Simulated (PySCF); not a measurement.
# CH4N2OSi: the cost of one run

Computed with PySCF 2.14.0, with density-fitted response routines of our own, on a single molecule in the gas phase. Atoms are numbered from 0 throughout.

### Step 1. Starting geometry

9 atoms, charge 0, multiplicity 1; geometry from: GFN2-xTB. The atoms were then displaced at random by about 0.01 Å, so the start is not that level's minimum.

Bonds of the start (Å): N0–C1 1.17, C1–Si2 1.88, Si2–N3 1.69, Si2–O4 1.61, Si2–H5 1.46, N3–H6 1.00, N3–H7 1.03, O4–H8 0.93.

### Step 2. Geometry optimisation at PBE0-D3(BJ)/def2-SVP

The job: settings as JSON, then the geometry in Å.

```
{"job": {"xc": "PBE0", "basis": "def2-SVP", "d3": "d3bj", "grid": 1, "shake": 0.01, "kind": "geom"}, "charge": 0, "multiplicity": 1}
N      2.770360    -0.229400    -0.815950
C      1.716200    -0.061030    -0.340530
Si     0.038010     0.170900     0.485280
N     -0.904560    -0.920980    -0.387080
O     -0.509620     1.676150     0.332600
H      0.214380     0.061450     1.934220
H     -0.613310    -1.869190    -0.534690
H     -1.916440    -0.908830    -0.223980
H     -0.737220     2.063770    -0.483600
```

The run is started by

```
$ OMP_NUM_THREADS=1 python probes_run.py task.json out
```

This one command runs all jobs of the session in turn.

Q: Estimate the wall time and peak memory of this first job on 1 thread of Arm Neoverse V1, shared host.

About 65 s, with a peak of 0.38 GiB.
